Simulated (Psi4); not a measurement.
**SnH4 (SMILES [SnH4]): levels of theory compared**

We compute a comparison of 3 runs (HSE06/def2-SVPD, wB97M-V/def2-SVPD, wB97X-V/def2-SVPD) of SnH4. 

Program for the calculation: Psi4 1.11.

8 further runs of the same task are left out: 7 that didn't finish, 1 set aside as unsound or not needed.

## (1) The molecule

SnH4: 5 atoms, total charge 0, spin state singlet. As SMILES, `[SnH4]`. The shape is that of a PBE0-D4/def2-TZVP optimisation.

Bond lengths: Sn1–H2 1.704 Å, Sn1–H3 1.704 Å, Sn1–H4 1.704 Å, Sn1–H5 1.704 Å. Angles: H2–Sn1–H3 109.5°, H2–Sn1–H4 109.5°, H2–Sn1–H5 109.5°, H3–Sn1–H4 109.5°, H3–Sn1–H5 109.5°, H4–Sn1–H5 109.5°.

## (2) Energy and gradient at HSE06/def2-SVPD (core potential) (run 1)

File run_ase.py:

```python
import numpy as np
from ase.calculators.psi4 import Psi4
from ase import Atoms

a = Atoms(['Sn', 'H', 'H', 'H', 'H'], positions=[
    [0.000030, 0.000010, 0.000040],
    [0.823920, -0.853480, 1.222940],
    [-1.563610, 0.403420, 0.543140],
    [-0.116810, -0.974610, -1.392490],
    [0.856470, 1.424640, -0.373640],
])
calc = Psi4(atoms=a, method='hse06', basis='def2-SVPD', memory='2200MB', num_threads=1, charge=0, multiplicity=1, label='h4sn')
calc.psi4.set_options({'puream': True, 'e_convergence': 1e-09, 'd_convergence': 1e-08, 'scf_type': 'pk', 'dft_radial_points': 99, 'dft_spherical_points': 590})
a.calc = calc

forces = a.get_forces()
print(f'energy: {a.get_potential_energy():.6f} eV')
print('forces / eV A^-1')
print(np.round(forces, 5))
```

On the command line:

```sh
$ python run_ase.py
```

h4sn.dat:

```text
[...]
    !!!  WARNING: ECP capability is in beta. Please check occupations closely.  !!!
[...]
  Running in c1 symmetry.
[...]
  Nuclear repulsion =   28.473969965174199
[...]
  Multiplicity = 1
[...]
  Nalpha       = 13
  Nbeta        = 13
[...]
    Number of basis functions: 64
[...]
   @RKS iter   1:  -216.48812478223152   -1.00956e+00   7.73478e-03 ADIIS/DIIS
[...]
   @RKS iter   8:  -216.65378117115350    6.03649e-10   4.88808e-09 DIIS
[...]
    Orbital Energies [Eh]
    ---------------------
    Doubly Occupied:
       1A     -5.129109     2A     -3.461246     3A     -3.461243
       4A     -3.461242     5A     -1.027255     6A     -1.027255
       7A     -1.027254     8A     -1.022283     9A     -1.022279
      10A     -0.521722    11A     -0.322034    12A     -0.322020
      13A     -0.321988
[...]
  @RKS Final Energy:  -216.65378117115350
   => Energetics <=
    Nuclear Repulsion Energy =             28.4739699651741986
    One-Electron Energy =                -435.2054571277175228
    Two-Electron Energy =                 205.3419987274074572
    DFT Exchange-Correlation Energy =     -15.2642927360176444
    Empirical Dispersion Energy =           0.0000000000000000
    VV10 Nonlocal Energy =                  0.0000000000000000
    Total Energy =                       -216.6537811711534971
[...]
  -Total Gradient:
     Atom            X                  Y                   Z
    ------   -----------------  -----------------  -----------------
       1        0.000004910183     0.000006448505     0.000002935566
       2       -0.000912640311     0.000953538356    -0.001371970579
       3        0.001748028451    -0.000450582577    -0.000621422672
       4        0.000121312703     0.001088899195     0.001565819790
       5       -0.000961087601    -0.001597616739     0.000424700674
[...]
```

Standard output:

```text
energy: -5895.449673 eV
forces / eV A^-1
[[-0.00025 -0.00033 -0.00015]
 [ 0.04693 -0.04903  0.07055]
 [-0.08989  0.02317  0.03195]
 [-0.00624 -0.05599 -0.08052]
 [ 0.04942  0.08215 -0.02184]]
```

It took 60 s on 1 thread of Intel Xeon at 2.50GHz (Skylake/Cascade Lake), shared host; peak memory 0.8 GiB.

## (3) The energy at wB97M-V/def2-SVPD (core potential) (run 2)

File h4sn.py:

```python
import psi4

psi4.set_memory(2200000000)
psi4.set_num_threads(1)
psi4.core.set_output_file('output.dat', False)

geom = psi4.geometry("""
0 1
Sn
H 1 1.703738
H 1 1.703722 2 109.48905
H 1 1.703724 3 109.45451 2 119.99538
H 1 1.70373 3 109.46785 4 120.00351
symmetry c1
""")

psi4.set_options(dict(puream=True, e_convergence=1e-09, d_convergence=1e-08, scf_type='pk', dft_radial_points=99, dft_spherical_points=590))

E, wfn = psi4.energy("wb97m-v/def2-SVPD", molecule=geom, return_wfn=True)
print(f'wb97m-v/def2-SVPD energy: {E:.10f} Eh')
for k, v in sorted(psi4.core.scalar_variables().items()):
    print(f'{k:45s} {v:18.10f}')
```

On the command line:

```sh
$ python h4sn.py
```

output.dat:

```text
[...]
    !!!  WARNING: ECP capability is in beta. Please check occupations closely.  !!!
[...]
  Running in c1 symmetry.
[...]
  Nuclear repulsion =   28.473970929762476
[...]
  Multiplicity = 1
[...]
  Nalpha       = 13
  Nbeta        = 13
[...]
    Number of basis functions: 64
[...]
   @RKS iter   1:  -216.50756431634710   -1.38023e+00   5.72843e-03 ADIIS/DIIS
[...]
   @RKS iter   9:  -216.58501995774557   -2.78533e-12   1.76135e-09 DIIS
[...]
  @RKS Final Energy:  -216.58501995774557
   => Energetics <=
    Nuclear Repulsion Energy =             28.4739709297624763
    One-Electron Energy =                -435.0924744644707971
    Two-Electron Energy =                 203.2128616006359891
    DFT Exchange-Correlation Energy =     -13.2794613214275206
    Empirical Dispersion Energy =           0.0000000000000000
    VV10 Nonlocal Energy =                  0.1000832977543186
    Total Energy =                       -216.5850199577455726
[...]
 Multipole Moments:
 ------------------------------------------------------------------------------------
     Multipole            Electronic (a.u.)      Nuclear  (a.u.)        Total (a.u.)
 ------------------------------------------------------------------------------------
 L = 1.  Multiply by 2.5417464519 to convert [e a0] to [Debye]
 Dipole X            :          0.0003364           -0.0002830            0.0000535
 Dipole Y            :         -0.0000340           -0.0000132           -0.0000472
 Dipole Z            :          0.0002829           -0.0002809            0.0000019
 Magnitude           :                                                    0.0000714
[...]
```

Standard output:

```text
wb97m-v/def2-SVPD energy: -216.5850199577 Eh
CURRENT ENERGY                                   -216.5850199577
CURRENT REFERENCE ENERGY                         -216.5850199577
DD SOLVATION ENERGY                                 0.0000000000
DFT FUNCTIONAL TOTAL ENERGY                      -216.5850199577
DFT TOTAL ENERGY                                 -216.5850199577
DFT VV10 ENERGY                                     0.1000832978
DFT XC ENERGY                                     -13.2794613214
GRID ELECTRONS ALPHA                               13.0000000195
GRID ELECTRONS BETA                                13.0000000195
GRID ELECTRONS TOTAL                               26.0000000390
NUCLEAR REPULSION ENERGY                           28.4739709298
ONE-ELECTRON ENERGY                              -435.0924744645
PCM POLARIZATION ENERGY                             0.0000000000
PE ENERGY                                           0.0000000000
SCF ITERATION ENERGY                             -216.5850199577
SCF ITERATIONS                                      9.0000000000
SCF TOTAL ENERGY                                 -216.5850199577
TWO-ELECTRON ENERGY                               203.2128616006
XC GRID RADIAL POINTS                              99.0000000000
XC GRID SPHERICAL POINTS                          590.0000000000
XC GRID TOTAL POINTS                           281277.0000000000
```

Wall time 2 min (1 thread of Intel Xeon at 2.50GHz (Skylake/Cascade Lake), shared host); peak memory 1.6 GiB.

## (4) A single-point energy at wB97X-V/def2-SVPD (core potential) (run 3)

File h4sn.xyz:

```xyz
5
H4Sn
Sn     0.000030     0.000010     0.000040
H      0.823920    -0.853480     1.222940
H     -1.563610     0.403420     0.543140
H     -0.116810    -0.974610    -1.392490
H      0.856470     1.424640    -0.373640
```

File run.py:

```python
import numpy as np
from ase.calculators.psi4 import Psi4
from ase.io import read

mol = read('h4sn.xyz')
calc = Psi4(atoms=mol, method='wb97x-v', basis='def2-SVPD', memory='2200MB', num_threads=1, charge=0, multiplicity=1, label='h4sn', reference='rks')
calc.psi4.set_options({'puream': True, 'e_convergence': 1e-09, 'd_convergence': 1e-08, 'scf_type': 'pk', 'dft_radial_points': 99, 'dft_spherical_points': 590})
mol.calc = calc

print(f'energy: {mol.get_potential_energy():.6f} eV')
```

On the command line:

```sh
$ python run.py
```

h4sn.dat:

```text
[...]
    !!!  WARNING: ECP capability is in beta. Please check occupations closely.  !!!
[...]
  Running in c1 symmetry.
[...]
  Nuclear repulsion =   28.473969965174199
[...]
  Multiplicity = 1
[...]
  Nalpha       = 13
  Nbeta        = 13
[...]
    Number of basis functions: 64
[...]
   @RKS iter   1:  -216.56984857570635   -1.44459e+00   5.47112e-03 ADIIS/DIIS
[...]
   @RKS iter   9:  -216.63688674765831   -3.49587e-12   2.65622e-09 DIIS
[...]
  @RKS Final Energy:  -216.63688674765831
   => Energetics <=
    Nuclear Repulsion Energy =             28.4739699651741986
    One-Electron Energy =                -435.0772857362920831
    Two-Electron Energy =                 202.9506066332825185
    DFT Exchange-Correlation Energy =     -13.0842955487618813
    Empirical Dispersion Energy =           0.0000000000000000
    VV10 Nonlocal Energy =                  0.1001179389389080
    Total Energy =                       -216.6368867476583091
[...]
 Multipole Moments:
 ------------------------------------------------------------------------------------
     Multipole            Electronic (a.u.)      Nuclear  (a.u.)        Total (a.u.)
 ------------------------------------------------------------------------------------
 L = 1.  Multiply by 2.5417464519 to convert [e a0] to [Debye]
 Dipole X            :          0.0002803           -0.0002235            0.0000567
 Dipole Y            :          0.0001435           -0.0001043            0.0000392
 Dipole Z            :          0.0003385           -0.0003129            0.0000255
 Magnitude           :                                                    0.0000735
[...]
```

The script printed:

```text
energy: -5894.989952 eV
```

Wall time 1.8 min (1 thread of Intel Xeon at 2.50GHz (Skylake/Cascade Lake), shared host); peak memory 0.8 GiB.

## (5) All runs side by side

```tsv
run	level	task	energy (Eh)	dipole moment (D)	HOMO energy (eV)	LUMO energy (eV)	wall time
1	HSE06/def2-SVPD (core potential)	gradient	-216.653781	0.00	-8.76	-0.41	60 s
2	wB97M-V/def2-SVPD (core potential)	energy	-216.585020	0.00	-11.34	0.94	2 min
3	wB97X-V/def2-SVPD (core potential)	energy	-216.636887	0.00	-11.56	1.41	1.8 min
```

## (6) Outcome

| quantity | value |
| --- | --- |
| run 3: total energy | -216.63689 Eh |
| run 3: dipole moment | 0.00 D |
| run 3: HOMO energy | -11.56 eV |
| run 3: LUMO energy | 1.41 eV |
| run 3: HOMO–LUMO gap | 12.97 eV |

In words: The HOMO–LUMO gap runs from 8.35 eV (HSE06/def2-SVPD) to 12.97 eV (wB97X-V/def2-SVPD). Totals of different functionals can't be ranked against each other. All runs together took 4.8 min, the longest 2 min.
